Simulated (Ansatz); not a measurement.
**GaC− (triplet): B2PLYP, RPA-PBE over vertical spin and charge gaps, aug-cc-pVTZ**

How well do these functionals follow the top wave-function level for GaC− (triplet) over vertical spin and charge gaps?

The runs use Ansatz 0.2.0, Gaussian basis; aug-cc-pVTZ, all electrons in the functionals, frozen cores in the correlation of double hybrids and RPA.

The runs, in order: B2PLYP, RPA-PBE, at charge -1, triplet; charge -1, singlet; charge -1, quintet; charge 0, doublet; charge 0, quartet.

6 further runs of the same task are left out: 6 set aside as unsound or not needed. Runs told in other sessions of the task aren't counted.

## (1) The geometry

The geometry is a PBE0/def2-TZVPD stationary point (not a proven minimum). No spin-orbit coupling is included. The filled d shell of Ga may be among the frozen orbitals whatever the setting's name suggests.

2 atoms, charge -1, spin multiplicity 3.

Atoms are counted from 1 here; the program's logs count them from 0.

Bond lengths: C1–Ga2 1.887 Å.

No dispersion term is added.

The geometry shown and the zero of energy belong to the point charge -1, triplet. The yardstick, UCCSD(T), and other wave-function levels (R restricted, U unrestricted, valence and pair active spaces) come from earlier runs.

## (2) B2PLYP, charge -1, triplet

Input file in.yaml:

```yaml
crystal:
  periodic: [false, false, false]
  atoms:
    - {symbol: C, position_ang: [0.000000, 0.000000, 0.000000]}
    - {symbol: Ga, position_ang: [0.000000, 0.000000, 1.887000]}
basis:
  gaussian: {orbitals: aug-cc-pVTZ}
total_charge: -1
magnetization: {spin_polarized: true, initial_magnetization: 2}
hamiltonian: {xc: {name: B2PLYP}}
correlation: {electrons: outside_noble_gas}
```

Command:

```bash
> ansatz run in.yaml --threads 2 --pin off --events-out ev --progress --plain --max-ram 23808MiB --backend cuda --devices 0, --max-vram 18GiB
```

Log:

```text
Functional definition: B2PLYP
  name "B2PLYP"
  cite "Grimme, J. Chem. Phys. 124, 034108 (2006) doi:10.1063/1.2148954"
  cite "Becke, Phys. Rev. A 38, 3098 (1988) doi:10.1103/PhysRevA.38.3098"
  cite "Lee, Yang & Parr, Phys. Rev. B 37, 785 (1988) doi:10.1103/PhysRevB.37.785"
  parameter a = 0.53
  parameter c = 0.27
  exchange = (1 - a)*b88_x + a*exact_x
  correlation = (1 - c)*lyp_c + c*(mp2_os + mp2_ss)
659 factors; integrals over basis functions are off by at most 1.1e-3 eV
mean field evaluation 1: about -53397.1865 eV, gradient 1.0e1 eV
mean field evaluation 2: about -53397.2067 eV, gradient 1.0e1 eV
mean field evaluation 4: about -53397.9136 eV, gradient 3.2e0 eV
mean field evaluation 8: about -53398.0281 eV, gradient 5.0e-1 eV
mean field evaluation 16: about -53398.0555 eV, gradient 2.1e-2 eV
mean field evaluation 32: about -53398.0555 eV, gradient 4.2e-6 eV
mean field evaluation 64: about -53398.0555 eV, gradient 4.0e-6 eV
mean field -53398.05551208 eV, -1962.3423455671 hartree, gradient 4.0e-6 eV, S^2 2.301482; 4 other end points of the search recorded, 0 dependent functions left out
15 core orbitals not correlated: weight in the atoms' cores, before any rotation towards them, 0.984 or more for the frozen orbitals, at most 0.015 for the correlated occupied ones
reference -53398.05561907 eV, -1962.3423494988 hartree; 5, 3 occupied and 85, 87 virtual orbitals, 659 factors
second order -6.28553331 eV of doubles, -0.00000000 eV of singles
Total energy: -53399.75271306 eV, -1962.4047165527 hartree
```

It took 2.3 s on 1 × H100 (card shared with other runs) with 2 threads of AMD EPYC 7R13, shared host; peak host memory 0.78 GiB.

From the report: ⟨S²⟩ of the determinant 2.301 (pure triplet: 2.00).

## (3) B2PLYP, charge -1, singlet

in.yaml, as its differences from that of step 2:

```diff
@@ -8,3 +8,3 @@
 total_charge: -1
-magnetization: {spin_polarized: true, initial_magnetization: 2}
+magnetization: {spin_polarized: true, initial_magnetization: 0}
 hamiltonian: {xc: {name: B2PLYP}}
```

Command:

```bash
> ansatz run in.yaml --threads 1 --pin off --events-out ev --progress --plain --max-ram 3968MiB --backend cpu
```

Log, shortened:

```text
Functional definition: B2PLYP
  name "B2PLYP"
  cite "Grimme, J. Chem. Phys. 124, 034108 (2006) doi:10.1063/1.2148954"
  cite "Becke, Phys. Rev. A 38, 3098 (1988) doi:10.1103/PhysRevA.38.3098"
  cite "Lee, Yang & Parr, Phys. Rev. B 37, 785 (1988) doi:10.1103/PhysRevB.37.785"
[...]
659 factors; integrals over basis functions are off by at most 1.1e-3 eV
[...]
mean field -53397.73700949 eV, -1962.3306408126 hartree, gradient 3.0e-6 eV, S^2 1.044489; 12 other end points of the search recorded, 0 dependent functions left out
15 core orbitals not correlated: weight in the atoms' cores, before any rotation towards them, 0.995 or more for the frozen orbitals, at most 0.008 for the correlated occupied ones
reference -53397.73711735 eV, -1962.3306447765 hartree; 4, 4 occupied and 86, 86 virtual orbitals, 659 factors
second order -6.57272393 eV of doubles, -0.00000000 eV of singles
Total energy: -53399.51175281 eV, -1962.3958614269 hartree
```

Wall time 35 s (1 thread of AMD EPYC 7R13, shared host); peak memory 0.27 GiB.

From the report: ⟨S²⟩ of the determinant 1.044 (pure singlet: 0.00). The determinant of B2PLYP (⟨S²⟩ 1.04) is far from a pure spin state, so its energy mixes those of several spin states; that is harmless only where they are near-degenerate.

From charge -1, triplet: +5.6 kcal/mol.

## (4) B2PLYP, charge -1, quintet

in.yaml, as its differences from that of step 3:

```diff
@@ -8,3 +8,3 @@
 total_charge: -1
-magnetization: {spin_polarized: true, initial_magnetization: 0}
+magnetization: {spin_polarized: true, initial_magnetization: 4}
 hamiltonian: {xc: {name: B2PLYP}}
```

Command:

```bash
> ansatz run in.yaml --threads 2 --pin off --events-out ev --progress --plain --max-ram 23808MiB --backend cuda --devices 0, --max-vram 18GiB
```

Log, shortened:

```text
Functional definition: B2PLYP
  name "B2PLYP"
  cite "Grimme, J. Chem. Phys. 124, 034108 (2006) doi:10.1063/1.2148954"
  cite "Becke, Phys. Rev. A 38, 3098 (1988) doi:10.1103/PhysRevA.38.3098"
  cite "Lee, Yang & Parr, Phys. Rev. B 37, 785 (1988) doi:10.1103/PhysRevB.37.785"
[...]
659 factors; integrals over basis functions are off by at most 1.1e-3 eV
[...]
mean field -53397.03374095 eV, -1962.3047961705 hartree, gradient 8.5e-7 eV, S^2 6.012650; 13 other end points of the search recorded, 0 dependent functions left out
15 core orbitals not correlated: weight in the atoms' cores, before any rotation towards them, 0.979 or more for the frozen orbitals, at most 0.019 for the correlated occupied ones
reference -53397.03385029 eV, -1962.3048001886 hartree; 6, 2 occupied and 84, 88 virtual orbitals, 659 factors
second order -5.05088856 eV of doubles, -0.00000001 eV of singles
Total energy: -53398.39759020 eV, -1962.3549167059 hartree
```

It took 8 s on 1 × H100 (card shared with other runs) with 2 threads of AMD EPYC 7R13, shared host; peak host memory 0.78 GiB.

From the report: ⟨S²⟩ of the determinant 6.013 (pure quintet: 6.00).

From charge -1, triplet: +31.2 kcal/mol.

## (5) B2PLYP, charge 0, doublet

in.yaml, as its differences from that of step 4:

```diff
@@ -7,4 +7,3 @@
   gaussian: {orbitals: aug-cc-pVTZ}
-total_charge: -1
-magnetization: {spin_polarized: true, initial_magnetization: 4}
+magnetization: {spin_polarized: true, initial_magnetization: 1}
 hamiltonian: {xc: {name: B2PLYP}}
```

Launched as before.

Log, shortened:

```text
Functional definition: B2PLYP
  name "B2PLYP"
  cite "Grimme, J. Chem. Phys. 124, 034108 (2006) doi:10.1063/1.2148954"
  cite "Becke, Phys. Rev. A 38, 3098 (1988) doi:10.1103/PhysRevA.38.3098"
  cite "Lee, Yang & Parr, Phys. Rev. B 37, 785 (1988) doi:10.1103/PhysRevB.37.785"
[...]
659 factors; integrals over basis functions are off by at most 1.1e-3 eV
[...]
mean field -53396.88001400 eV, -1962.2991468092 hartree, gradient 1.5e-8 eV, S^2 1.780023; 12 other end points of the search recorded, 0 dependent functions left out
15 core orbitals not correlated: weight in the atoms' cores, before any rotation towards them, 0.989 or more for the frozen orbitals, at most 0.010 for the correlated occupied ones
reference -53396.88013444 eV, -1962.2991512355 hartree; 4, 3 occupied and 86, 87 virtual orbitals, 659 factors
second order -4.69691631 eV of doubles, -0.00000000 eV of singles
Total energy: -53398.14830185 eV, -1962.3457555281 hartree
```

Run time: 7 s. Hardware: 1 × H100 (card shared with other runs) with 2 threads of AMD EPYC 7R13, shared host; peak host memory 0.79 GiB.

From the report: ⟨S²⟩ of the determinant 1.780 (pure doublet: 0.75). The determinant of B2PLYP (⟨S²⟩ 1.78) is far from a pure spin state, so its energy mixes those of several spin states; that is harmless only where they are near-degenerate.

From charge -1, triplet: +37.0 kcal/mol.

## (6) B2PLYP, charge 0, quartet

in.yaml, as its differences from that of step 5:

```diff
@@ -7,3 +7,3 @@
   gaussian: {orbitals: aug-cc-pVTZ}
-magnetization: {spin_polarized: true, initial_magnetization: 1}
+magnetization: {spin_polarized: true, initial_magnetization: 3}
 hamiltonian: {xc: {name: B2PLYP}}
```

Launched as before.

Log, shortened:

```text
Functional definition: B2PLYP
  name "B2PLYP"
  cite "Grimme, J. Chem. Phys. 124, 034108 (2006) doi:10.1063/1.2148954"
  cite "Becke, Phys. Rev. A 38, 3098 (1988) doi:10.1103/PhysRevA.38.3098"
  cite "Lee, Yang & Parr, Phys. Rev. B 37, 785 (1988) doi:10.1103/PhysRevB.37.785"
[...]
659 factors; integrals over basis functions are off by at most 1.1e-3 eV
[...]
mean field -53397.44278112 eV, -1962.3198281194 hartree, gradient 5.8e-6 eV, S^2 3.759001; 0 other end points of the search recorded, 0 dependent functions left out
15 core orbitals not correlated: weight in the atoms' cores, before any rotation towards them, 0.980 or more for the frozen orbitals, at most 0.017 for the correlated occupied ones
reference -53397.44290370 eV, -1962.3198326241 hartree; 5, 2 occupied and 85, 88 virtual orbitals, 659 factors
second order -4.72475994 eV of doubles, -0.00000000 eV of singles
Total energy: -53398.71858888 eV, -1962.3667131900 hartree
```

Wall time 1.8 s (1 × H100 (card shared with other runs) with 2 threads of AMD EPYC 7R13, shared host); peak host memory 0.77 GiB.

From the report: ⟨S²⟩ of the determinant 3.759 (pure quartet: 3.75).

From charge -1, triplet: +23.8 kcal/mol.

## (7) RPA-PBE, charge -1, triplet

Input file in.yaml:

```yaml
crystal:
  periodic: [false, false, false]
  atoms:
    - {symbol: C, position_ang: [0.000000, 0.000000, 0.000000]}
    - {symbol: Ga, position_ang: [0.000000, 0.000000, 1.887000]}
basis:
  gaussian: {orbitals: aug-cc-pVTZ}
total_charge: -1
magnetization: {spin_polarized: true, initial_magnetization: 2}
hamiltonian: {xc: {name: PBE}}
correlation: {method: rpa, electrons: outside_noble_gas}
```

Same command.

Log, shortened:

```text
Functional definition: PBE
  name "PBE"
  cite "Perdew, Burke & Ernzerhof, Phys. Rev. Lett. 77, 3865 (1996) doi:10.1103/PhysRevLett.77.3865"
  parent pbe
[...]
659 factors; integrals over basis functions are off by at most 1.1e-3 eV
[...]
mean field -53402.83724436 eV, -1962.5180709872 hartree, gradient 4.8e-6 eV, S^2 2.028436; 11 other end points of the search recorded, 0 dependent functions left out
15 core orbitals not correlated: weight in the atoms' cores, before any rotation towards them, 0.975 or more for the frozen orbitals, at most 0.023 for the correlated occupied ones
reference -53360.82786087 eV, -1960.9742546186 hartree; 5, 3 occupied and 85, 87 virtual orbitals, 659 factors
Total energy: -53370.77758088 eV, -1961.3399000851 hartree
```

Wall time 3.8 s (1 × H100 (card shared with other runs) with 2 threads of AMD EPYC 7R13, shared host); peak host memory 0.86 GiB.

From the report: ⟨S²⟩ of the determinant 2.028 (pure triplet: 2.00).

## (8) RPA-PBE, charge -1, singlet

in.yaml, as its differences from that of step 7:

```diff
@@ -8,3 +8,3 @@
 total_charge: -1
-magnetization: {spin_polarized: true, initial_magnetization: 2}
+magnetization: {spin_polarized: true, initial_magnetization: 0}
 hamiltonian: {xc: {name: PBE}}
```

Command:

```bash
> ansatz run in.yaml --threads 1 --pin off --events-out ev --progress --plain --max-ram 3968MiB --backend cpu
```

Log, shortened:

```text
Functional definition: PBE
  name "PBE"
  cite "Perdew, Burke & Ernzerhof, Phys. Rev. Lett. 77, 3865 (1996) doi:10.1103/PhysRevLett.77.3865"
  parent pbe
[...]
659 factors; integrals over basis functions are off by at most 1.1e-3 eV
[...]
mean field -53402.61551719 eV, -1962.5099226639 hartree, gradient 1.1e-8 eV, S^2 1.009810; 24 other end points of the search recorded, 0 dependent functions left out
15 core orbitals not correlated: weight in the atoms' cores, before any rotation towards them, 0.980 or more for the frozen orbitals, at most 0.017 for the correlated occupied ones
reference -53360.39570849 eV, -1960.9583733117 hartree; 4, 4 occupied and 86, 86 virtual orbitals, 659 factors
Total energy: -53370.54188205 eV, -1961.3312383129 hartree
```

Wall time 50 s (1 thread of AMD EPYC 7R13, shared host).

From the report: ⟨S²⟩ of the determinant 1.010 (pure singlet: 0.00). The determinant of RPA-PBE (⟨S²⟩ 1.01) is far from a pure spin state, so its energy mixes those of several spin states; that is harmless only where they are near-degenerate.

From charge -1, triplet: +5.4 kcal/mol.

## (9) RPA-PBE, charge -1, quintet

in.yaml, as its differences from that of step 8:

```diff
@@ -8,3 +8,3 @@
 total_charge: -1
-magnetization: {spin_polarized: true, initial_magnetization: 0}
+magnetization: {spin_polarized: true, initial_magnetization: 4}
 hamiltonian: {xc: {name: PBE}}
```

Command:

```bash
> ansatz run in.yaml --threads 2 --pin off --events-out ev --progress --plain --max-ram 23808MiB --backend cuda --devices 0, --max-vram 18GiB
```

Log, shortened:

```text
Functional definition: PBE
  name "PBE"
  cite "Perdew, Burke & Ernzerhof, Phys. Rev. Lett. 77, 3865 (1996) doi:10.1103/PhysRevLett.77.3865"
  parent pbe
[...]
659 factors; integrals over basis functions are off by at most 1.1e-3 eV
[...]
mean field -53401.44940962 eV, -1962.4670690012 hartree, gradient 1.9e-6 eV, S^2 6.004555; 4 other end points of the search recorded, 0 dependent functions left out
15 core orbitals not correlated: weight in the atoms' cores, before any rotation towards them, 0.965 or more for the frozen orbitals, at most 0.032 for the correlated occupied ones
reference -53360.74686396 eV, -1960.9712780371 hartree; 6, 2 occupied and 84, 88 virtual orbitals, 659 factors
Total energy: -53369.33091037 eV, -1961.2867359242 hartree
```

It took 3.6 s on 1 × H100 (card shared with other runs) with 2 threads of AMD EPYC 7R13, shared host; peak host memory 0.85 GiB.

From the report: ⟨S²⟩ of the determinant 6.005 (pure quintet: 6.00).

From charge -1, triplet: +33.4 kcal/mol.

## (10) RPA-PBE, charge 0, doublet

in.yaml, as its differences from that of step 9:

```diff
@@ -7,4 +7,3 @@
   gaussian: {orbitals: aug-cc-pVTZ}
-total_charge: -1
-magnetization: {spin_polarized: true, initial_magnetization: 4}
+magnetization: {spin_polarized: true, initial_magnetization: 1}
 hamiltonian: {xc: {name: PBE}}
```

Launched as before.

Log, shortened:

```text
Functional definition: PBE
  name "PBE"
  cite "Perdew, Burke & Ernzerhof, Phys. Rev. Lett. 77, 3865 (1996) doi:10.1103/PhysRevLett.77.3865"
  parent pbe
[...]
659 factors; integrals over basis functions are off by at most 1.1e-3 eV
[...]
mean field -53401.12165845 eV, -1962.4550243678 hartree, gradient 1.2e-6 eV, S^2 1.761832; 15 other end points of the search recorded, 0 dependent functions left out
15 core orbitals not correlated: weight in the atoms' cores, before any rotation towards them, 0.978 or more for the frozen orbitals, at most 0.019 for the correlated occupied ones
reference -53360.57554765 eV, -1960.9649822788 hartree; 4, 3 occupied and 86, 87 virtual orbitals, 659 factors
Total energy: -53368.81809770 eV, -1961.2678904065 hartree
```

It took 6 s on 1 × H100 (card shared with other runs) with 2 threads of AMD EPYC 7R13, shared host; peak host memory 0.87 GiB.

From the report: ⟨S²⟩ of the determinant 1.762 (pure doublet: 0.75). The determinant of RPA-PBE (⟨S²⟩ 1.76) is far from a pure spin state, so its energy mixes those of several spin states; that is harmless only where they are near-degenerate.

From charge -1, triplet: +45.2 kcal/mol.

## (11) RPA-PBE, charge 0, quartet

in.yaml, as its differences from that of step 10:

```diff
@@ -7,3 +7,3 @@
   gaussian: {orbitals: aug-cc-pVTZ}
-magnetization: {spin_polarized: true, initial_magnetization: 1}
+magnetization: {spin_polarized: true, initial_magnetization: 3}
 hamiltonian: {xc: {name: PBE}}
```

Launched as before.

Log, shortened:

```text
Functional definition: PBE
  name "PBE"
  cite "Perdew, Burke & Ernzerhof, Phys. Rev. Lett. 77, 3865 (1996) doi:10.1103/PhysRevLett.77.3865"
  parent pbe
[...]
659 factors; integrals over basis functions are off by at most 1.1e-3 eV
[...]
mean field -53401.58175612 eV, -1962.4719326454 hartree, gradient 6.3e-6 eV, S^2 3.753522; 0 other end points of the search recorded, 0 dependent functions left out
15 core orbitals not correlated: weight in the atoms' cores, before any rotation towards them, 0.967 or more for the frozen orbitals, at most 0.029 for the correlated occupied ones
reference -53361.33951095 eV, -1960.9930574125 hartree; 5, 2 occupied and 85, 88 virtual orbitals, 659 factors
Total energy: -53369.33228999 eV, -1961.2867866244 hartree
```

Run time: 1.6 s. Hardware: 1 × H100 (card shared with other runs) with 2 threads of AMD EPYC 7R13, shared host; peak host memory 0.86 GiB.

From the report: ⟨S²⟩ of the determinant 3.754 (pure quartet: 3.75).

From charge -1, triplet: +33.3 kcal/mol.

## (12) The comparison

No level is safe as a reference over these points; UCCSD(T) serves as a yardstick only. It comes from earlier runs at the same points. Energies in kcal/mol, counted from charge -1, triplet; blanks weren't run or aren't comparable.

| level | triplet to singlet | triplet to quintet | removing an electron (doublet) | removing an electron (quartet) |
| --- | --- | --- | --- | --- |
| UCCSD(T) | 6.3 | 32.3 | 38.7 | 25.1 |
| B2PLYP | 5.6 | 31.2 | 37.0 | 23.8 |
| RPA-PBE | 5.4 | 33.4 | 45.2 | 33.3 |

Largest miss and mean time a point (UCCSD(T) took 12 s a point; shared hosts):

| level | largest miss (kcal/mol) | where | time a point |
| --- | --- | --- | --- |
| B2PLYP | -1.7 | removing an electron (doublet) | 11 s |
| RPA-PBE | +8.2 | removing an electron (quartet) | 13 s |

## (13) Outcome

| quantity | value |
| --- | --- |
| triplet to singlet, UCCSD(T) | 6.3 kcal/mol |
| triplet to quintet, UCCSD(T) | 32.3 kcal/mol |
| removing an electron (doublet), UCCSD(T) | 38.7 kcal/mol |
| removing an electron (quartet), UCCSD(T) | 25.1 kcal/mol |
| largest miss, B2PLYP | -1.7 kcal/mol (removing an electron (doublet)) |
| largest miss, RPA-PBE | +8.2 kcal/mol (removing an electron (quartet)) |

In words: Of the functionals, B2PLYP keep the smallest largest miss at the points compared (at most 1.7 kcal/mol) and RPA-PBE strays most (8.2 kcal/mol, at removing an electron (quartet)). B2PLYP, RPA-PBE clearly break the spin symmetry at some points (⟨S²⟩ up to 1.04 above the pure value), so energy there is bought with a mixed spin. Functionals and the yardstick converge differently with the basis, so part of each miss in aug-cc-pVTZ is the basis. The yardstick itself may be off where one determinant is a poor start.
